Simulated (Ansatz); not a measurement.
# Si (Silicon): the cost of one run

All numbers are computed with Ansatz 0.2.0, driven from Python. Level of theory: DFT r2SCAN, plane waves, PAW.

### Step 1. Starting point

The structure is hexagonal, space group P6/mmm (No. 191). The conventional cell has a = 2.527 Å, b = 2.527 Å, c = 2.373 Å, α = 90.00°, β = 90.00°, γ = 120.00°. Si (site symmetry 6/mmm) has 8 Si at 2.37 to 2.53 Å as nearest neighbours.

si.cif, read by the script:

```cif
data_Si
_cell_length_a 2.527000
_cell_length_b 2.527000
_cell_length_c 2.373000
_cell_angle_alpha 90.00000
_cell_angle_beta 90.00000
_cell_angle_gamma 120.00000
_symmetry_space_group_name_H-M 'P 1'
_symmetry_Int_Tables_number 1
loop_
_symmetry_equiv_pos_as_xyz
'x, y, z'
loop_
_atom_site_label
_atom_site_type_symbol
_atom_site_fract_x
_atom_site_fract_y
_atom_site_fract_z
Si1 Si    0.000000    0.000000    0.000000
```

### Step 2. The code

The input, si_pdos.py:

```python
# -*- coding: utf-8 -*-
import ansatz as az
from ase.io import read
import matplotlib.pyplot as plt
import numpy as np

params = {
    'kgrid': (15, 15, 14),
    'cutoff_ev': 600,
    'filling': 'fermi_dirac',
    'sigma': 0.15,
    'extra_bands': 8,
}

atoms = read('si.cif')
crystal = az.Crystal.from_ase(atoms)

base = (
    crystal.calculation()
    .kpoints(*params['kgrid'])
    .basis(params['cutoff_ev'])
    .functional(az.Functional.R2SCAN)
    .occupations(params['filling'], width=params['sigma'])
    .scf(extra_bands=params['extra_bands'])
    .density_of_states(projected=True, energy_step=0.05)
)
result = base.run(threads=1)
r = result.report

dos = result.density_of_states()
energy = np.asarray(dos.energies_ev) - dos.fermi_ev
curves = {}
for site in result.projected_density_of_states().sites:
    for shell in site.shells:
        weight = sum(np.sum(curve.g_bin_mean_per_ev, axis=0) for curve in shell.curves)
        name = f'{site.species} {shell.label}'
        curves[name] = curves.get(name, 0) + weight

window = (energy > -6) & (energy < 4)
fig, ax = plt.subplots(figsize=(5.5, 3.5))
for name, g in curves.items():
    if g[window].max() > 0.05:
        ax.plot(energy[window], g[window], label=name, lw=1)
        print(f'{name:8s} peak {g[window].max():7.3f} states/eV at {energy[window][g[window].argmax()]:6.2f} eV')
ax.set(xlabel='E - E_F (eV)', ylabel='states/eV')
ax.legend(fontsize=7)
fig.tight_layout()
fig.savefig('pdos.png', dpi=100)
```

### Step 3. The calls as engine input

The engine receives this input:

```yaml
crystal:
  lattice:
    - [2.527, 0.0, 0.0]
    - [-1.2634999999999994, 2.1884461953632766, 0.0]
    - [0.0, 0.0, 2.373]
  atoms:
    - { symbol: Si, position: [0.0, 0.0, 0.0] }
basis:
  ecutwfc: 600.0
kpoints:
  mp_grid:
    grid: [15, 15, 14]
hamiltonian:
  xc: r2scan
scf:
  n_extra_bands: 8
  occupations:
    method: fermi_dirac
    width: 0.15
output:
  dos:
    de: 0.05
    projected: true
```

### Step 4. The run

The run is started by

```bash
python si_pdos.py
```

**Question.** How long does this script take on 1 thread of Arm Neoverse V2, shared host, and how much memory does it need?

About 5.7 s, with a peak of 0.48 GiB.
